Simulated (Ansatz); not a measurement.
Input of an Ansatz 0.2.0 run:

Contents of input.yaml:

```yaml
crystal:
  lattice:
    - [-1.37004, 1.37004, 9.71647]
    - [1.37004, -1.37004, 9.71647]
    - [1.37004, 1.37004, -9.71647]
  atoms:
    - { symbol: Ni, position: [0.19862, 0.19862, 0.0], spin: 1.0 }
    - { symbol: Mo, position: [0.60922, 0.60922, 0.0], spin: 1.0 }
    - { symbol: Pd, position: [0.7931, 0.7931, 0.0] }
    - { symbol: Ir, position: [0.39944, 0.39944, 0.0], spin: 0.6 }
    - { symbol: W, position: [0.99565, 0.99565, 0.0] }
hamiltonian:
  xc: pbe
  pseudopotentials: { kind: paw }
magnetization:
  spin_polarized: true
kpoints:
  mp_grid: { grid: [10, 10, 10] }
scf:
  occupations: { method: fermi_dirac, width: 0.05 }
output:
  forces: true
  stress: true
  eigenvalues: true
relax:
  f_tol: 0.01
  max_steps: 40
  cell: { stress_tol: 0.05, p_target: 5.0 }
```

Potentials or basis: Ansatz PAW.

Launch:

```sh
$ ansatz run input.yaml --threads 8 --pin off --max-ram 20480MiB --backend cpu --events-out ev --progress --plain --runs-dir out
```

Predict the net moment.

0.00 μB per cell.

Predict the space group after relaxing (to 0.05 Å).

I4mm (No. 107).

Forces in eV/Å, atoms in the order of the input:
```
Ni   0.000  0.000 -0.003
Mo   0.000  0.000  0.003
Pd   0.000  0.000  0.001
Ir   0.000  0.000 -0.004
W    0.000  0.000  0.004
```

Caveat: the plane-wave basis is chosen anew once the cell has moved, so the energies of steps on either side of that aren't comparable; the starting moments weren't kept. Spin-orbit coupling is left out, which matters for the levels of Ir, W.
